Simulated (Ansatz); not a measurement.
# C₂H₅BF₂O: up Jacob's ladder to CCSD(T)

How much do the methods differ for C₂H₅BF₂O? The plan is to run it at one geometry with functionals of several rungs and with coupled cluster, and see how far each lands from CCSD(T) at the basis-set limit for the atomisation energy.

Program: Ansatz 0.2.0, Gaussian basis. Level of theory: functionals in def2-TZVPP, the program's frozen cores in correlated methods. These are calculated values, not measurements.

The runs, in order: PBE-D4, r2SCAN-D4, PBE0-D4, B3LYP-D4, ωB97X-V, ωB97M-V, B2PLYP; CCSD(T)/def2-TZVPP; MP2/def2-QZVPP; extrapolation to the limit.

## 1. The geometry

An earlier PBE0-D4 in a triple-zeta def2 set relaxation fixed the geometry.

SMILES `B[C@@H](F)[C@H](O)F`, 11 atoms, charge 0, spin multiplicity 1.

Atoms are counted from 1 here; the program's logs count them from 0.

Bond lengths: B1–C2 1.562 Å, B1–H7 1.192 Å, B1–H8 1.191 Å, C2–F3 1.389 Å, C2–C4 1.517 Å, C2–H9 1.103 Å, C4–O5 1.370 Å, C4–F6 1.389 Å, C4–H10 1.097 Å, O5–H11 0.961 Å. Angles: C2–B1–H7 120.1°, C2–B1–H8 118.4°, H7–B1–H8 121.4°, B1–C2–F3 114.0°, B1–C2–C4 114.1°, B1–C2–H9 106.8°, F3–C2–C4 107.7°, F3–C2–H9 107.6°, C4–C2–H9 106.3°, C2–C4–O5 108.8°, C2–C4–F6 108.9°, C2–C4–H10 110.4°, O5–C4–F6 110.0°, O5–C4–H10 113.2°, F6–C4–H10 105.4°, C4–O5–H11 109.1°.

## 2. PBE-D4 (GGA)

in.yaml reads:

```yaml
crystal:
  periodic: [false, false, false]
  atoms:
    - {symbol: B, position_ang: [-1.340935, -0.544598, -0.740857]}
    - {symbol: C, position_ang: [0.139143, -0.046071, -0.767300]}
    - {symbol: F, position_ang: [0.387626, 0.933695, -1.719559]}
    - {symbol: C, position_ang: [0.642893, 0.471042, 0.567082]}
    - {symbol: O, position_ang: [0.753507, -0.582129, 1.436068]}
    - {symbol: F, position_ang: [-0.263730, 1.400486, 1.061018]}
    - {symbol: H, position_ang: [-2.104085, -0.198367, -1.588179]}
    - {symbol: H, position_ang: [-1.663445, -1.317308, 0.106666]}
    - {symbol: H, position_ang: [0.765179, -0.919289, -1.016929]}
    - {symbol: H, position_ang: [1.581469, 1.022764, 0.434346]}
    - {symbol: H, position_ang: [1.167774, -0.277123, 2.248343]}
basis:
  gaussian: {orbitals: def2-TZVPP}
hamiltonian: {xc: pbe, dispersion: d4}
output: {forces: true, orbitals: {seedname: orbitals}}
```

Command:

```bash
$ ansatz run in.yaml --threads 4 --pin off --events-out ev --progress --plain --max-ram 10444MiB
```

After this run come: r2SCAN-D4 (meta-GGA); PBE0-D4 (hybrid); B3LYP-D4 (hybrid); ωB97X-V (range-separated); ωB97M-V (range-separated); B2PLYP (double hybrid); CCSD(T) in def2-TZVPP; MP2 in def2-QZVPP.

Before running them: what should the planned runs give, taken together? Wanted: atomisation energy, CCSD(T)/CBS; farthest; mean size of error, hybrid; mean size of error, range-separated; gap, smallest and largest; T1 diagnostic; triples share of the correlation energy.

As calculated:

| quantity | value |
| --- | --- |
| atomisation energy, CCSD(T)/CBS | 4190.2 kJ/mol |
| functionals within 21.0 kJ/mol (0.5 %) | B3LYP-D4 |
| farthest | PBE-D4 (+135.2 kJ/mol) |
| mean size of error, hybrid | 14.6 kJ/mol |
| mean size of error, range-separated | 25.7 kJ/mol |
| gap, smallest and largest | 4.64 eV (PBE-D4), 12.04 eV (ωB97X-V) |
| T1 diagnostic | 0.0116 |
| triples share of the correlation energy | 3.3 % |

In words: PBE-D4 is off by +135.2 kJ/mol. Double hybrids carry the basis error of their MP2 part in triple zeta, and no dispersion term here, so their miss is partly the set-up's. Misses under about 21.0 kJ/mol are within the doubt on the reference itself, which lacks core-valence correlation, relativity and higher excitations. Hartree-Fock recovers 72 % of the binding; the rest is correlation. Orbital gaps span 4.6 to 12.0 eV; exact exchange widens them.
